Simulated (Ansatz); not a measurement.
# Cl3FH3NZr: the cost of one run

All numbers below are computed with Ansatz 0.2.0 (RHF/def2-SVP).

## (1) The system as given

Bond lengths: Zr1–F2 2.330 Å, Zr1–Cl3 2.520 Å, Zr1–N4 2.208 Å, N4–H5 1.060 Å, N4–H6 1.060 Å, Zr1–Cl7 2.518 Å, Zr1–Cl8 2.820 Å. Angles: F2–Zr1–Cl3 109.5°, F2–Zr1–N4 109.5°, F2–Zr1–Cl7 109.5°, F2–Zr1–Cl8 71.6°, Cl3–Zr1–N4 109.5°, Cl3–Zr1–Cl7 109.5°, Cl3–Zr1–Cl8 67.2°, N4–Zr1–Cl7 109.5°, N4–Zr1–Cl8 176.6°, Cl7–Zr1–Cl8 72.8°, Zr1–N4–H5 120.0°, Zr1–N4–H6 120.0°, H5–N4–H6 120.0°.

As a file:

```xyz
9

Zr    0.0000    0.0000    0.0000
F     0.0000    0.0000    2.3300
Cl    2.3764    0.0000   -0.8392
N    -1.0409    1.8034   -0.7359
H    -2.0610    1.7482   -1.0186
H    -0.5204    2.7241   -0.8065
Cl   -1.1869   -2.0563   -0.8392
Cl    1.4718   -2.2350    0.8892
H     0.7208   -1.0946    2.1347
```

## (2) A restrained relaxation towards end A

Springs on the bonds that form and break draw the guess towards this end; the thresholds are loose.

input.yaml reads:

```yaml
crystal:
  periodic: [false, false, false]
  atoms:
    - { symbol: Zr, position_ang: [0.0, 0.0, 0.0] }
    - { symbol: F, position_ang: [0.0, 0.0, 2.33] }
    - { symbol: Cl, position_ang: [2.3764, 0.0, -0.8392] }
    - { symbol: "N", position_ang: [-1.0409, 1.8034, -0.7359] }
    - { symbol: H, position_ang: [-2.061, 1.7482, -1.0186] }
    - { symbol: H, position_ang: [-0.5204, 2.7241, -0.8065] }
    - { symbol: Cl, position_ang: [-1.1869, -2.0563, -0.8392] }
    - { symbol: Cl, position_ang: [1.4718, -2.235, 0.8892] }
    - { symbol: H, position_ang: [0.7208, -1.0946, 2.1347] }
basis:
  gaussian: { orbitals: def2-SVP }
hamiltonian:
  xc: hf
relax:
  f_tol: 0.15
  max_steps: 25
  restrain:
    - { distance: [0, 7], at: 3.72, k: 30.0 }
    - { distance: [8, 1], at: 2.12, k: 30.0 }
    - { distance: [0, 1], at: 1.98, k: 30.0 }
    - { distance: [8, 7], at: 1.37, k: 30.0 }
```

Command:

```sh
$ ansatz run input.yaml --threads 2 --pin off --max-ram 3072MiB --backend cpu --events-out ev --progress --plain --runs-dir out
```

**Question.** How long does this run take on 2 threads of AMD EPYC 9R45 (Zen 5), shared host, and how much memory does it need?

About 17 s, with a peak of 0.34 GiB.
